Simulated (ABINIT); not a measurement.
# ErH (Fm-3m) in ABINIT: equation of state

Aim: energy against volume of ErH in PBE, for its equilibrium volume and stiffness.

Program: ABINIT 10.8.3 (patched build). These are calculated values, not measurements. Logs are shortened: lines on timing, memory, paths and dates and some standing lists are left out, and cuts for length are marked. The log counts tension as positive stress, the text compression.

**1. The crystal as given**

The structure is cubic, space group Fm-3m (No. 225). Conventional cell: a = 4.872 Å, b = 4.872 Å, c = 4.872 Å, α = 90.00°, β = 90.00°, γ = 90.00°. Around Er (site symmetry m-3m) lie 6 H at 2.44 Å. H (site symmetry m-3m) has 6 Er at 2.44 Å as nearest neighbours.

The cell comes from a database or a generator and needn't be the stable form of this composition.

**2. Equation of state, PBE, collinear spin, ferromagnetic start**

Contents of run.abi:

```
ndtset 7
getwfk -1
scalecart1 3*0.9795861087
scalecart2 3*0.9864848297
scalecart3 3*0.9932883884
scalecart4 3*1.0000000000
scalecart5 3*1.0066227096
scalecart6 3*1.0131594038
scalecart7 3*1.0196128224

pp_dirpath "./"
pseudos "Er.GGA_PBE-JTH.xml, H.GGA_PBE-JTH.xml"

acell 3*1.0
rprim
     0.0000000000     4.6030893807     4.6030893807
     4.6030893807     0.0000000000     4.6030893807
     4.6030893807     4.6030893807     0.0000000000
ntypat 2
znucl 68 1
natom 2
typat 1 2
xred
     0.0000000000     0.0000000000     0.0000000000
     0.5000000000     0.5000000000     0.5000000000

ecut 25.0
pawecutdg 47.0
pawxcdev 0

kptopt 1
ngkpt 9 9 9
nshiftk 1
shiftk 0.0 0.0 0.0

ixc 11

nband 20
occopt 3
tsmear 0.00183747

nsppol 2
spinat
     0.0000000000     0.0000000000     3.0000000000
     0.0000000000     0.0000000000     0.0000000000

nstep 100
tolvrs 1.0e-9

iomode 3
prtwf 1
prtden 0
prteig 0
prtebands 0
enunit 2
```

Potentials or basis: JTH PAW PBE v2.0.

Launch:

```bash
$ abinit run.abi > log 2>&1
```

run.abo:

```text
.Version 10.8.3 of ABINIT
 DATASET    1 : space group Fm -3 m (#225); Bravais cF (face-center cubic)
================================================================================
 Values of the parameters that define the memory need for DATASET  1.
     intxc =       0    ionmov =       0      iscf =      17    lmnmax =      32
     lnmax =       8     mgfft =      30  mpssoang =       4    mqgrid =    3001
     natom =       2  nloc_mem =       2    nspden =       2   nspinor =       1
    nsppol =       2      nsym =      48    n1xccc =       1    ntypat =       2
    occopt =       3   xclevel =       2
       mpw =        1113          nfft =       27000          nkpt =          35
 PAW method is used; the additional fine FFT grid is defined by:
   mgfftf=        40    nfftf =     64000
================================================================================
================================================================================
[... 71 lines left out ...]
 DATASET    7 : space group Fm -3 m (#225); Bravais cF (face-center cubic)
================================================================================
 Values of the parameters that define the memory need for DATASET  7.
     intxc =       0    ionmov =       0      iscf =      17    lmnmax =      32
     lnmax =       8     mgfft =      30  mpssoang =       4    mqgrid =    3001
     natom =       2  nloc_mem =       2    nspden =       2   nspinor =       1
    nsppol =       2      nsym =      48    n1xccc =       1    ntypat =       2
    occopt =       3   xclevel =       2
       mpw =        1258          nfft =       27000          nkpt =          35
 PAW method is used; the additional fine FFT grid is defined by:
   mgfftf=        45    nfftf =     91125
================================================================================
================================================================================

--------------------------------------------------------------------------------
------------- Echo of variables that govern the present computation ------------
--------------------------------------------------------------------------------
 -outvars: echo values of preprocessed input variables --------
            acell      1.0000000000E+00  1.0000000000E+00  1.0000000000E+00 Bohr
              amu      1.67260000E+02  1.00794000E+00
             ecut      2.50000000E+01 Hartree
           enunit           2
           getwfk          -1
              ixc          11
           jdtset        1    2    3    4    5    6    7
         kptrlatt        9    0    0      0    9    0      0    0    9
          kptrlen1     5.73917587E+01
          kptrlen2     5.77959393E+01
          kptrlen3     5.81945446E+01
          kptrlen4     5.85877629E+01
          kptrlen5     5.89757726E+01
          kptrlen6     5.93587429E+01
          kptrlen7     5.97368343E+01
            natom           2
            nband          20
[... 126 lines left out ...]
 getcut: wavevector=  0.0000  0.0000  0.0000  ngfft=  40  40  40
         ecut(hartree)=     47.000   => boxcut(ratio)=   2.03254

--- Pseudopotential description ------------------------------------------------
- pspini: atom type   1  psp file is ./Er.GGA_PBE-JTH.xml
 Pseudopotential format is: paw10
 basis_size (lnmax)=  8 (lmn_size= 32), orbitals=   0   0   1   1   2   2   3   3
 Spheres core radius: rc_sph= 2.51982086
 Shapefunction is SIN type: shapef(r)=[sin(pi*r/rshp)/(pi*r/rshp)]**2
 Radius for shape functions =  2.30549136
 Compensation charge density is not taken into account in XC energy/potential

- pspini: atom type   2  psp file is ./H.GGA_PBE-JTH.xml
 Pseudopotential format is: paw10
 basis_size (lnmax)=  3 (lmn_size=  5), orbitals=   0   0   1
 Spheres core radius: rc_sph= 0.99495033
 Shapefunction is SIN type: shapef(r)=[sin(pi*r/rshp)/(pi*r/rshp)]**2
 Radius for shape functions =  0.79672474
 Compensation charge density is not taken into account in XC energy/potential

   2.05672216E+03                                ecore*ucvol(ha*bohr**3)
--------------------------------------------------------------------------------

================================================================================

--- !BeginCycle
iteration_state: {dtset: 1, }
solver: {iscf: 17, nstep: 100, nline: 4, wfoptalg: 10, }
tolerances: {tolvrs: 1.00E-09, }
...
[... 1650 lines left out ...]
-Cartesian components of stress tensor (GPa)         [Pressure= -6.1638E-01 GPa]
- sigma(1 1)=  6.16378816E-01  sigma(3 2)=  0.00000000E+00
- sigma(2 2)=  6.16378816E-01  sigma(3 1)=  0.00000000E+00
- sigma(3 3)=  6.16378816E-01  sigma(2 1)=  0.00000000E+00

== END DATASET(S) ==============================================================
================================================================================

 -outvars: echo values of variables after computation  --------
            acell      1.0000000000E+00  1.0000000000E+00  1.0000000000E+00 Bohr
           etotal1    -1.9534415776E+02
           etotal2    -1.9534496644E+02
           etotal3    -1.9534557739E+02
           etotal4    -1.9534600763E+02
           etotal5    -1.9534627625E+02
           etotal6    -1.9534639689E+02
           etotal7    -1.9534638379E+02
            fcart1    -0.0000000000E+00 -0.0000000000E+00 -0.0000000000E+00
                      -0.0000000000E+00 -0.0000000000E+00 -0.0000000000E+00
            fcart2    -0.0000000000E+00 -0.0000000000E+00 -0.0000000000E+00
                      -0.0000000000E+00 -0.0000000000E+00 -0.0000000000E+00
            fcart3    -0.0000000000E+00 -0.0000000000E+00 -0.0000000000E+00
                      -0.0000000000E+00 -0.0000000000E+00 -0.0000000000E+00
            fcart4    -0.0000000000E+00 -0.0000000000E+00 -0.0000000000E+00
                      -0.0000000000E+00 -0.0000000000E+00 -0.0000000000E+00
            fcart5    -0.0000000000E+00 -0.0000000000E+00 -0.0000000000E+00
                      -0.0000000000E+00 -0.0000000000E+00 -0.0000000000E+00
[... 38 lines left out ...]
                       0.0000000000E+00  0.0000000000E+00  0.0000000000E+00
           xangst1     0.0000000000E+00  0.0000000000E+00  0.0000000000E+00
                       2.3861248213E+00  2.3861248213E+00  2.3861248213E+00
           xangst2     0.0000000000E+00  0.0000000000E+00  0.0000000000E+00
                       2.4029290708E+00  2.4029290708E+00  2.4029290708E+00
           xangst3     0.0000000000E+00  0.0000000000E+00  0.0000000000E+00
                       2.4195015193E+00  2.4195015193E+00  2.4195015193E+00
           xangst4     0.0000000000E+00  0.0000000000E+00  0.0000000000E+00
                       2.4358499984E+00  2.4358499984E+00  2.4358499984E+00
           xangst5     0.0000000000E+00  0.0000000000E+00  0.0000000000E+00
                       2.4519819255E+00  2.4519819255E+00  2.4519819255E+00
           xangst6     0.0000000000E+00  0.0000000000E+00  0.0000000000E+00
                       2.4679043321E+00  2.4679043321E+00  2.4679043321E+00
           xangst7     0.0000000000E+00  0.0000000000E+00  0.0000000000E+00
                       2.4836238918E+00  2.4836238918E+00  2.4836238918E+00
             xred      0.0000000000E+00  0.0000000000E+00  0.0000000000E+00
                       5.0000000000E-01  5.0000000000E-01  5.0000000000E-01
 Calculation completed.
```

Run time: 13 min. Hardware: 1 thread of Arm Neoverse V2, shared host; peak memory 0.23 GiB.

What came out:

| Property | Result |
| --- | --- |
| Equilibrium volume | 15.14 Å³/atom |
| Bulk modulus | 51 GPa |
| Pressure derivative of the bulk modulus | 4.1 |

Energy against volume, from the lowest point:
```csv
volume (Å³/atom),energy (meV/atom)
13.586,30.46
13.875,19.46
14.164,11.15
14.453,5.30
14.742,1.64
15.031,0.00
15.320,0.18
```

Caveat: pressures at fixed basis lie under the slope of the energies; the magnetic or orbital state may not be the lowest; without U or exact exchange the open f shell lies at the Fermi level, which spoils levels, moments and volumes.
